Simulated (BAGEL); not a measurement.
**GeH3O2 (SMILES [O][GeH2][OH]): ROHF/6-31G(d) (density fitting with qzvpp-jkfit, spherical functions)**

Aim: the vertical doublet–quartet gap of GeH3O2 at ROHF/6-31G* (density fitting with qzvpp-jkfit, spherical functions), from 2 runs. 

Program for the calculation: BAGEL 1.2.2.

7 further runs of the same task are left out: 5 that didn't finish, 2 set aside as unsound or not needed. Runs told in other sessions of the task aren't counted.

### Step 1. The molecule

The species is GeH3O2 (6 atoms), meant as a doublet with charge 0. As SMILES, `[O][GeH2][OH]`. Geometry: relaxed at PBE0-D4/def2-TZVP. This is one conformer, not always the lowest.

Bond lengths: O1–Ge2 1.790 Å, Ge2–O3 1.768 Å, Ge2–H4 1.539 Å, Ge2–H5 1.528 Å, O3–H6 0.960 Å. Angles: O1–Ge2–O3 111.6°, O1–Ge2–H4 102.2°, O1–Ge2–H5 109.7°, O3–Ge2–H4 112.1°, O3–Ge2–H5 104.9°, Ge2–O3–H6 113.3°, H4–Ge2–H5 116.5°.

### Step 2. The energy at ROHF/6-31G(d) (density fitting with qzvpp-jkfit, spherical functions)

input.json reads:

```json
{ "bagel" : [

{
  "title" : "molecule",
  "basis" : "6-31gs.json",
  "df_basis" : "qzvpp-jkfit",
  "angstrom" : true,
  "geometry" : [
    { "atom" : "O", "xyz" : [   -1.694000,   -0.455900,    0.556900 ] },
    { "atom" : "Ge", "xyz" : [   -0.249900,    0.168600,   -0.295800 ] },
    { "atom" : "O", "xyz" : [    1.186300,    0.124100,    0.735000 ] },
    { "atom" : "H", "xyz" : [   -0.134800,   -0.795800,   -1.489800 ] },
    { "atom" : "H", "xyz" : [   -0.447300,    1.647000,   -0.628900 ] },
    { "atom" : "H", "xyz" : [    1.381600,   -0.751900,    1.076400 ] }
  ]
},
{ "title" : "rohf", "nopen" : 1 },
{ "title" : "print", "file" : "orbitals.molden", "orbitals" : true }

]}
```

The basis set 6-31G* is read from a file made from the Basis Set Exchange's data (not shown).

Command:

```bash
BAGEL_NUM_THREADS=1 BAGEL input.json > input.out
```

The log of the run, shortened:

```text
* using 1 threads per process

  ===============================================================
  ===============================================================

  *** Geometry ***

  { "atom" : "O", "xyz" : [     -3.201196,     -0.861526,      1.052388 ] },
  { "atom" : "Ge", "xyz" : [     -0.472243,      0.318608,     -0.558981 ] },
  { "atom" : "O", "xyz" : [      2.241782,      0.234515,      1.388949 ] },
  { "atom" : "H", "xyz" : [     -0.254735,     -1.503844,     -2.815314 ] },
  { "atom" : "H", "xyz" : [     -0.845274,      3.112379,     -1.188449 ] },
  { "atom" : "H", "xyz" : [      2.610846,     -1.420885,      2.034101 ] },

  Number of auxiliary basis functions:      474

  Since a DF basis is specified, we compute 2- and 3-index integrals:
    o Being stored without compression. Storage requirement is 0.017 GB

  Number of basis functions:       66
  Number of electrons      :       51

    * METHOD: MOLECULE                             0.18

  *** Open-shell HF ***

  === Nuclear Repulsion ===
   205.8280250557

      * DIIS with orbital gradients will be used.

  === ROHF iteration (6-31gs.json) ===
      0      -2225.86606016          0.06963974           0.09
      1      -2225.74908929          0.08413251           0.08
      2      -2225.64091171          0.08455816           0.09
      3      -2226.46806064          0.01224457           0.08
      4      -2226.50314492          0.00633343           0.08
      5      -2226.51366998          0.00234558           0.09
      6      -2226.51549739          0.00078417           0.08
      7      -2226.51583727          0.00021729           0.08
      8      -2226.51582539          0.00014972           0.08
      9      -2226.51584774          0.00012527           0.08
     10      -2226.51586596          0.00010149           0.08
     11      -2226.51588912          0.00007153           0.09
     12      -2226.51589933          0.00006058           0.09
     13      -2226.51590432          0.00005462           0.09
     14      -2226.51590812          0.00005348           0.09
     15      -2226.51591124          0.00005278           0.08
     16      -2226.51591736          0.00005178           0.08
     17      -2226.51593581          0.00004781           0.08
     18      -2226.51596308          0.00003909           0.08
     19      -2226.51600170          0.00003820           0.08
     20      -2226.51600118          0.00003059           0.08
     21      -2226.51600682          0.00003485           0.08
     22      -2226.51601428          0.00003340           0.08
     23      -2226.51601323          0.00002032           0.08
     24      -2226.51601427          0.00001511           0.08
     25      -2226.51601585          0.00001152           0.08
     26      -2226.51601734          0.00000850           0.09
[... 13 lines of this table left out ...]
     40      -2226.51601923          0.00000050           0.09
     41      -2226.51601923          0.00000045           0.08
     42      -2226.51601923          0.00000033           0.09
     43      -2226.51601923          0.00000027           0.09
     44      -2226.51601923          0.00000016           0.09
     45      -2226.51601923          0.00000028           0.09
     46      -2226.51601923          0.00000024           0.09
     47      -2226.51601923          0.00000009           0.08
     48      -2226.51601923          0.00000009           0.08
     49      -2226.51601923          0.00000005           0.08
     50      -2226.51601923          0.00000002           0.08
     51      -2226.51601923          0.00000001           0.08
     52      -2226.51601923          0.00000001           0.09
    * SCF iteration converged.

    * S^2 (ROHF) is 0.7500

    * Permanent dipole moment:
           (   -0.323528,     0.269139,     0.528583) a.u.

    * METHOD: ROHF                                 4.65

    * METHOD: PRINT                                0.01

  ===============================================================
```

Wall time 5.1 s (1 thread of Arm Neoverse V2, shared host).

### Step 3. The quartet, same level

input.json reads:

```json
{ "bagel": [

{
  "title": "molecule",
  "basis": "6-31gs.json",
  "df_basis": "qzvpp-jkfit",
  "angstrom": "true",
  "geometry": [
    { "atom": "O", "xyz": [   -1.694000,   -0.455900,    0.556900 ] },
    { "atom": "Ge", "xyz": [   -0.249900,    0.168600,   -0.295800 ] },
    { "atom": "O", "xyz": [    1.186300,    0.124100,    0.735000 ] },
    { "atom": "H", "xyz": [   -0.134800,   -0.795800,   -1.489800 ] },
    { "atom": "H", "xyz": [   -0.447300,    1.647000,   -0.628900 ] },
    { "atom": "H", "xyz": [    1.381600,   -0.751900,    1.076400 ] }
  ]
},
{
  "title": "rohf",
  "nopen": 3
},
{
  "title": "print",
  "file": "orbitals.molden",
  "orbitals": "true"
}

]}
```

The basis set 6-31G* is read from a file made from the Basis Set Exchange's data (not shown).

Command:

```bash
BAGEL_NUM_THREADS=1 BAGEL input.json > input.out
```

The log of the run:

```text
* using 1 threads per process

  ===============================================================
  ===============================================================

  *** Geometry ***

  { "atom" : "O", "xyz" : [     -3.201196,     -0.861526,      1.052388 ] },
  { "atom" : "Ge", "xyz" : [     -0.472243,      0.318608,     -0.558981 ] },
  { "atom" : "O", "xyz" : [      2.241782,      0.234515,      1.388949 ] },
  { "atom" : "H", "xyz" : [     -0.254735,     -1.503844,     -2.815314 ] },
  { "atom" : "H", "xyz" : [     -0.845274,      3.112379,     -1.188449 ] },
  { "atom" : "H", "xyz" : [      2.610846,     -1.420885,      2.034101 ] },

  Number of auxiliary basis functions:      474

  Since a DF basis is specified, we compute 2- and 3-index integrals:
    o Being stored without compression. Storage requirement is 0.017 GB

  Number of basis functions:       66
  Number of electrons      :       51

    * METHOD: MOLECULE                             0.18

  *** Open-shell HF ***

  === Nuclear Repulsion ===
   205.8280250557

      * DIIS with orbital gradients will be used.

  === ROHF iteration (6-31gs.json) ===
      0      -2225.70832743          0.05808499           0.09
      1      -2225.75406598          0.05871894           0.09
      2      -2225.72904257          0.06050914           0.09
      3      -2226.14968551          0.01045162           0.08
      4      -2226.16964141          0.00568292           0.08
      5      -2226.18948754          0.00441857           0.08
      6      -2226.20956427          0.00386747           0.08
      7      -2226.22899443          0.00235943           0.09
      8      -2226.23851364          0.00206320           0.08
      9      -2226.23998934          0.00144517           0.08
     10      -2226.24328993          0.00127299           0.08
     11      -2226.24770170          0.00113917           0.08
     12      -2226.25016989          0.00090250           0.08
     13      -2226.25294939          0.00057497           0.08
     14      -2226.25403686          0.00045483           0.09
     15      -2226.25424548          0.00022347           0.09
     16      -2226.25429207          0.00014860           0.09
     17      -2226.25430590          0.00008425           0.09
     18      -2226.25431682          0.00007062           0.09
     19      -2226.25432392          0.00006197           0.09
     20      -2226.25433869          0.00004775           0.09
     21      -2226.25435060          0.00002816           0.08
     22      -2226.25435470          0.00001591           0.09
     23      -2226.25435191          0.00000864           0.09
     24      -2226.25435147          0.00000566           0.09
     25      -2226.25435078          0.00000409           0.09
     26      -2226.25435099          0.00000329           0.09
     27      -2226.25435090          0.00000273           0.09
     28      -2226.25435102          0.00000216           0.09
     29      -2226.25435116          0.00000164           0.09
     30      -2226.25435125          0.00000118           0.09
     31      -2226.25435130          0.00000083           0.09
     32      -2226.25435125          0.00000057           0.09
     33      -2226.25435123          0.00000036           0.09
     34      -2226.25435119          0.00000026           0.09
     35      -2226.25435119          0.00000014           0.09
     36      -2226.25435117          0.00000009           0.09
     37      -2226.25435117          0.00000008           0.09
     38      -2226.25435117          0.00000006           0.09
     39      -2226.25435118          0.00000005           0.09
     40      -2226.25435118          0.00000004           0.09
     41      -2226.25435118          0.00000003           0.08
     42      -2226.25435118          0.00000003           0.08
     43      -2226.25435118          0.00000002           0.09
     44      -2226.25435118          0.00000002           0.09
     45      -2226.25435118          0.00000001           0.09
    * SCF iteration converged.

    * S^2 (ROHF) is 3.7500

    * Permanent dipole moment:
           (    0.991627,     0.683755,     0.104538) a.u.

    * METHOD: ROHF                                 4.13

    * METHOD: PRINT                                0.01

  ===============================================================
```

It took 4.5 s on 1 thread of Arm Neoverse V2, shared host.

### Step 4. Summary of results

At ROHF/6-31G* (density fitting with qzvpp-jkfit, spherical functions):

| quantity | value |
| --- | --- |
| doublet: total energy | -2226.51602 Eh |
| doublet: dipole moment | 1.72 D |
| doublet: ⟨S²⟩ | 0.750 |
| quartet: total energy | -2226.25435 Eh |
| quartet: dipole moment | 3.07 D |
| quartet: ⟨S²⟩ | 3.750 |
| vertical energy of the quartet above the doublet | 7.120 eV |

**Reading.** At this shape the quartet lies 7.12 eV (164 kcal/mol) above the doublet.
